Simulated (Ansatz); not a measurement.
I need a band structure of Sr3Mg, space group P-6m2. Use the Ansatz DFT code, driven from Python. Level of theory: LDA, PAW, the default cutoff (420 eV here), 7×7×2 k-points, Fermi-Dirac smearing of 0.15 eV.

```
CELL_PARAMETERS angstrom
4.20784 0.00000 0.00000
-2.10392 3.64409 0.00000
0.00000 0.00000 12.37335
ATOMIC_POSITIONS crystal
Sr 0.66667 0.33333 0.00000
Sr 0.00000 0.00000 0.28473
Sr 0.00000 0.00000 0.71527
Mg 0.66667 0.33333 0.50000
```

Script `bands.py`:
```python
"""Bands of Sr3Mg along a path through the zone."""

import warnings

import ansatz as az
import numpy as np

FUNCTIONAL = "LDA"
KMESH = (7, 7, 2)
SMEARING = "fermi_dirac"
WIDTH_EV = 0.15
N_EMPTY = 6

warnings.simplefilter("ignore", az.DeckWarning)

crystal = (
    az.Lattice.of((4.207835, 0.0, 0.0), (-2.103918, 3.644092, 0.0), (0.0, 0.0, 12.373348))
    .atom("Sr", (2 / 3, 1 / 3, 0.0))
    .atom("Sr", (0.0, 0.0, 0.28473))
    .atom("Sr", (0.0, 0.0, 0.71527))
    .atom("Mg", (2 / 3, 1 / 3, 0.5))
)

# high-symmetry points in fractions of the reciprocal vectors
path = [
    ("G", (0.0, 0.0, 0.0)),
    ("M", (0.5, 0.0, 0.0)),
    ("K", (0.33333, 0.33333, 0.0)),
    ("G", (0.0, 0.0, 0.0)),
    ("A", (0.0, 0.0, 0.5)),
    ("L", (0.5, 0.0, 0.5)),
]
job = (
    crystal.calculation()
    .functional(FUNCTIONAL)
    .pseudopotentials("paw")
    .kpoints(*KMESH)  # sampling of the Brillouin zone
    .occupations(SMEARING, width=WIDTH_EV)  # smearing steadies the SCF of a metal
    .band_structure([point for _, point in path], intervals=4)  # levels along the path at the converged density
    .scf(extra_bands=N_EMPTY)
)
out = job.run(threads=1, pin="off")
summary = out.report

for key in ("converged", "n_iterations", "n_electrons", "n_kpoints", "n_pw", "n_symmetry_ops", "free_energy_ev", "fermi_energy_ev"):
    print(f"{key:18s} {summary[key]}")

print(len(summary["kpoints_frac"]), "irreducible k-points (fractions, weight)")
for k, weight in list(zip(summary["kpoints_frac"], summary["kweights"]))[:8]:
    print("  {:8.4f} {:8.4f} {:8.4f}".format(*k), f"{weight:10.6f}")

bands = out.band_structure()
fermi = bands.fermi_energy_ev
print(f"zero of the bands: {fermi:.3f} eV, the Fermi level found on the SCF mesh")
for spin, channel in enumerate(bands.channels):
    print("channel", spin, "- computed levels within 4 eV of the Fermi level")
    for i, (label, _) in enumerate(path):
        levels = channel.eigenvalues_ev[i * 4] - fermi
        print(f"  {label:3s}", " ".join(f"{e:7.3f}" for e in levels if abs(e) < 4))
```

`python bands.py` gives:
```text
converged          True
n_iterations       7
n_electrons        40.0
n_kpoints          16
n_pw               3647
n_symmetry_ops     12
free_energy_ev     -12234.385169213307
fermi_energy_ev    4.747577103532096
16 irreducible k-points (fractions, weight)
    0.0000   0.0000   0.0000   0.010204
    0.0000   0.0000  -0.5000   0.010204
    0.0000   0.1429   0.0000   0.061224
    0.0000   0.1429  -0.5000   0.061224
    0.0000   0.2857   0.0000   0.061224
    0.0000   0.2857  -0.5000   0.061224
    0.0000   0.4286   0.0000   0.061224
    0.0000   0.4286  -0.5000   0.061224
zero of the bands: 4.748 eV, the Fermi level found on the SCF mesh
channel 0 - computed levels within 4 eV of the Fermi level
  G    -2.875  -2.709  -0.725   0.337   1.762   2.070   2.293   2.293   2.464
  M    -2.000  -1.295  -0.677  -0.638   0.218   0.234   0.513   0.618   1.373   1.656
  K    -1.485  -0.435  -0.366   0.123   0.134   0.217   0.318   0.558   0.670   1.279
  G    -2.875  -2.709  -0.725   0.337   1.762   2.070   2.293   2.293   2.464
  A    -3.386  -1.797  -1.433   0.914   1.122   2.345   2.345   2.365   2.365
  L    -2.001  -1.233  -0.894  -0.482   0.079   0.287   0.650   0.658   1.290   1.623
```

Caveats:
- Total energies depend on the potentials; only differences at equal settings carry meaning. A total without «per atom» is that of the cell as typed.
- The computed bands are complete only to about 1.1 eV above the Fermi level.
- For a metal this k-point mesh is coarse: on a finer one energies can move by several to tens of meV an atom and pressures by half a GPa or more, differences at one mesh by less.
- An absolute Fermi energy rests on an arbitrary zero of the periodic potential and has no direct meaning.
- The smearing is wide enough that free energy and stress hold a thermal part of the electrons.
- The structure comes from a database of computed cells and needn't be a stable or known phase.
- Gaps and levels are Kohn-Sham values on a finite set of k-points, without spin-orbit coupling.
- Wall time of the script: 9.2 s on 1 thread of Intel(R) Xeon(R) Platinum 8259CL CPU @ 2.50GHz (Skylake/Cascade Lake), on a shared host, peak memory 0.44 GiB.

(Lines on the test bed's own set-up are left out of the output.)
